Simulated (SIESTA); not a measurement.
**Mg3GaO4: equation of state with LDA**

The system is Mg3GaO4.

```
CELL_PARAMETERS angstrom
4.36349 0.00000 0.00000
0.00000 4.36349 0.00000
0.00000 0.00000 4.36349
ATOMIC_POSITIONS crystal
Ga 0.00000 0.00000 0.00000
Mg 0.50000 0.50000 0.00000
Mg 0.50000 0.00000 0.50000
Mg 0.00000 0.50000 0.50000
O 0.00000 0.50000 0.00000
O 0.00000 0.00000 0.50000
O 0.50000 0.50000 0.50000
O 0.50000 0.00000 0.00000
```

The cell comes from a database or a generator and needn't be the stable form of this composition.

```
Program             : SIESTA 5.4.2
Task                : equation of state
Functional          : LDA
Potentials or basis : PseudoDojo 0.4 standard (LDA files)
Basis               : DZP (energy shift 0.003 Ry; two zetas on semicore shells)
Grid cutoff         : 800 Ry
Energy shift        : 0.003 Ry
k mesh              : 4 × 4 × 4
Occupations         : fermi-dirac, width 0.05 eV
Spin                : no spin polarisation
```

The equilibrium volume is 9.89 Å³/atom, the bulk modulus is 162 GPa and the pressure derivative of the bulk modulus is 4.1.

Energy against volume, from the lowest point:
| volume (Å³/atom) | energy (meV/atom) |
| --- | --- |
| 9.762 | 0.56 |
| 9.970 | 0.00 |
| 10.177 | 3.63 |
| 10.385 | 11.11 |
| 10.593 | 22.01 |
| 10.801 | 36.00 |
| 11.008 | 52.73 |

All runs of the series together: 24 min on 1 thread of Intel(R) Xeon(R) Platinum 8259CL CPU @ 2.50GHz (Skylake/Cascade Lake) (shared host).

Caveat: the basis of atomic orbitals isn't converged, which shifts pressures, moduli and gaps.
